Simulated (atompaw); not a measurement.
# Ho: the cost of one run

Method: atompaw 4.2.0.5, PBE, scalar-relativistic.

## Step 1: Starting point

Typed settings, in words:

- element: holmium (Ho, Z = 67)
- type: PAW
- frozen core: [Kr] 4d10
- valence charge: 21
- reference configuration: 4f11 5s2 5p6 5d0 6s1 6p1
- partial waves: 5s (bound): rc 1.70 bohr; 6s (bound): rc 2.40 bohr; 5p (bound): rc 1.60 bohr; 6p (bound): rc 2.40 bohr; 5d (bound, empty): rc 2.40 bohr; 5d channel at 0.25 Ry: rc 2.40 bohr; 4f (bound): rc 1.15 bohr; 4f channel at 3.05 Ry: rc 1.15 bohr
- local potential: troulliermartins scheme with l = 4 at 0 Ry, radius 2.20 bohr
- core correction: smooth core density matched at 2.10 bohr
- augmentation charge: besselshape compensation charge, radius 1.75 bohr; PAW radius 2.40 bohr; waves and projectors: custom rrkj gramschmidtortho

## Step 2: Generating the potential

File Ho.input:

```
Ho 67
GGA-PBE scalarrelativistic loggrid 2001 logderivrange -6 5 276
6 6 5 4 0 0
6 0 1
6 1 1
5 2 0
4 3 11
0 0 0
c
c
c
c
v
v
c
c
c
v
v
c
c
v
v
3
2.40 1.75 2.20 2.10
n
n
y
0.25
n
y
3.05
n
custom rrkj gramschmidtortho besselshape
4 0 troulliermartins
1.70
2.40
1.60
2.40
2.40
2.40
1.15
1.15
PWSCFOUT
UPFDX 0.0125d0 UPFXMIN -7.d0 UPFZMESH 67.d0
END
```

The run is started by

```sh
atompaw < Ho.input > Ho.log
```

**Question.** How long does this run take on 1 thread of Intel Xeon Platinum 8488C, shared host?

About 69 s.
